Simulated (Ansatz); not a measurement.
# Cu: the cost of one run

Program: Ansatz 0.2.0. Level of theory: DFT LDA, scalar-relativistic, plane waves, PAW. These are calculated values, not measurements.

## 1. The starting structure

It takes space group Fm-3m (No. 225, cubic). The conventional cell has a = 3.615 Å, b = 3.615 Å, c = 3.615 Å, α = 90.00°, β = 90.00°, γ = 90.00°. Cu (site symmetry m-3m) has 12 Cu at 2.56 Å as nearest neighbours.

Coordinates:

```cif
data_structure
_symmetry_space_group_name_H-M 'Fm-3m'
_symmetry_Int_Tables_number 225
_cell_length_a 3.6150
_cell_length_b 3.6150
_cell_length_c 3.6150
_cell_angle_alpha 90.000
_cell_angle_beta 90.000
_cell_angle_gamma 90.000
_cell_volume 47.24
loop_
_atom_site_label
_atom_site_type_symbol
_atom_site_symmetry_multiplicity
_atom_site_Wyckoff_symbol
_atom_site_fract_x
_atom_site_fract_y
_atom_site_fract_z
_atom_site_occupancy
Cu1 Cu 4 a 0.00000 0.00000 0.00000 1
```

The structure rests on an entry of the Crystallography Open Database; cell or positions may have been set otherwise for this series.

## 2. Relaxing cell and atoms: Cu, no spin

The input, input.yaml:

```yaml
crystal:
  lattice:
    - [0.0, 1.8075, 1.8075]
    - [1.8075, 0.0, 1.8075]
    - [1.8075, 1.8075, 0.0]
  atoms:
    - { symbol: Cu, position: [0.0, 0.0, 0.0] }
scf:
  occupations: { method: gaussian, width: 0.1 }
output:
  forces: true
  stress: true
hamiltonian:
  xc: lda
kpoints:
  mp_grid: { grid: [18, 18, 18] }
relax:
  f_tol: 0.002
  cell: { stress_tol: 0.02 }
```

Run with:

```bash
> ansatz run input.yaml --threads 4 --pin off --max-ram 12288MiB --backend cpu --events-out ev --progress --plain --runs-dir out
```

Q: Estimate wall time and peak memory on 4 threads of Arm Neoverse N1, shared host.

About 5.4 s, with a peak of 0.3 GiB.
